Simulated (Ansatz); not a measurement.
# LiBBr4: the cost of one run

Method: DFT PBE, scalar-relativistic, plane waves, PAW, in Ansatz 0.2.0.

**1. The starting structure**

It takes space group P4/mmm (No. 123, tetragonal). Conventional cell: a = 4.672 Å, b = 4.672 Å, c = 9.204 Å, α = 90.00°, β = 90.00°, γ = 90.00°. Li (site symmetry 4/mmm) is surrounded by 4 Br at 2.34 Å. B (site symmetry 4/mmm) has 8 Br at 3.58 Å as nearest neighbours. Around Br (site symmetry 4mm) lie 1 Br at 2.77 Å. Around Br (site symmetry mmm) lie 2 Li at 2.34 Å.

Structure file:

```cif
data_structure
_symmetry_space_group_name_H-M 'P4/mmm'
_symmetry_Int_Tables_number 123
_cell_length_a 4.6723
_cell_length_b 4.6723
_cell_length_c 9.2040
_cell_angle_alpha 90.000
_cell_angle_beta 90.000
_cell_angle_gamma 90.000
_cell_volume 200.93
loop_
_atom_site_label
_atom_site_type_symbol
_atom_site_symmetry_multiplicity
_atom_site_Wyckoff_symbol
_atom_site_fract_x
_atom_site_fract_y
_atom_site_fract_z
_atom_site_occupancy
Li1 Li 1 a 0.00000 0.00000 0.00000 1
B1 B 1 d 0.50000 0.50000 0.50000 1
Br1 Br 2 g 0.00000 0.00000 0.65039 1
Br2 Br 2 f 0.50000 0.00000 0.00000 1
```

It is the end of an earlier relaxation with the same method, from a generated guess; it needn't be the stable form of this composition. At a tolerance of 0.05 Å it has space group P4/mmm (No. 123); it has 33.49 Å³/atom, an uncorrected energy of +0.57 eV/atom over the elements.

**2. Bands, states and charges**

Input file input.yaml:

```yaml
crystal:
  lattice:
    - [4.6723037955, 0.0, 0.0]
    - [0.0, 4.6723037955, 0.0]
    - [0.0, 0.0, 9.2039716145]
  atoms:
    - { symbol: Li, position: [0.0, 0.0, 0.0] }
    - { symbol: B, position: [0.5, 0.5, 0.5] }
    - { symbol: Br, position: [0.0, 0.0, 0.6503940946] }
    - { symbol: Br, position: [0.5, 0.0, 0.0] }
    - { symbol: Br, position: [0.0, 0.5, 0.0] }
    - { symbol: Br, position: [0.0, 0.0, 0.3496059054] }
basis:
  ecutwfc: 420
kpoints:
  mp_grid: { grid: [8, 8, 6] }
  band_path:
    path:
      - [[0.0, 0.0, 0.0], [0.0, 0.5, 0.0], [0.5, 0.5, 0.0], [0.0, 0.0, 0.0], [0.0, 0.0, 0.5], [0.0, 0.5, 0.5], [0.5, 0.5, 0.5], [0.0, 0.0, 0.5]]
      - [[0.0, 0.5, 0.0], [0.0, 0.5, 0.5]]
      - [[0.5, 0.5, 0.0], [0.5, 0.5, 0.5]]
    npoints: 14
hamiltonian:
  xc: pbe
scf:
  occupations: { method: gaussian, width: 0.1 }
  n_extra_bands: 15
output:
  forces: true
  stress: true
  eigenvalues: true
  populations: true
  dos: { projected: true, de: 0.02, nscf_kmesh: { grid: [10, 10, 8] } }
  bader: true
```

Command:

```bash
ansatz run input.yaml --threads 1 --pin off --max-ram 2048MiB --backend cpu --events-out ev --progress --plain --runs-dir out
```

**Question.** How long does this run take on 1 thread of Arm Neoverse V1, shared host, and how much memory does it need?

About 91 s, with a peak of 0.73 GiB.
